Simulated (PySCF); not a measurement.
# Ge2H7P: the cost of one run

The runs use PySCF 2.14.0, with density-fitted response routines of our own; the level of theory stands in each step. All values are computed, except where a source is named. Atoms are numbered from 0 throughout.

## (1) Starting geometry

10 atoms, charge 0, multiplicity 1; geometry from: GFN2-xTB. The atoms were then displaced at random by about 0.01 Å, so the start is not that level's minimum.

Bonds of the start (Å): P0–Ge1 2.29, Ge1–Ge2 2.38, P0–H3 1.37, P0–H4 1.37, Ge1–H5 1.52, Ge1–H6 1.52, Ge2–H7 1.50, Ge2–H8 1.52, Ge2–H9 1.52.

## (2) Relaxing the molecule at PBE0-D3(BJ)/def2-SVP

What the job is given:

```
{"job": {"xc": "PBE0", "basis": "def2-SVP", "d3": "d3bj", "grid": 1, "shake": 0.01, "kind": "geom"}, "charge": 0, "multiplicity": 1}
P     -2.412760    -0.107970    -0.261650
Ge    -0.362720     0.899720    -0.358180
Ge     1.529050    -0.415120     0.255550
H     -1.918300    -1.302260    -0.719700
H     -2.272830    -0.457950     1.052280
H     -0.163110     1.460720    -1.755570
H     -0.392610     2.165050     0.480520
H      1.958810    -1.401130    -0.794770
H      1.300230    -1.236250     1.513040
H      2.784690     0.374260     0.567430
```

Started as:

```sh
$ OMP_NUM_THREADS=1 python probes_run.py task.json out
```

One launch serves the whole session: the jobs run in the order shown.

**Question.** How long does this first job take on 1 thread of Arm Neoverse V1, shared host, and how much memory does it need?

About 67 s, with a peak of 0.5 GiB.
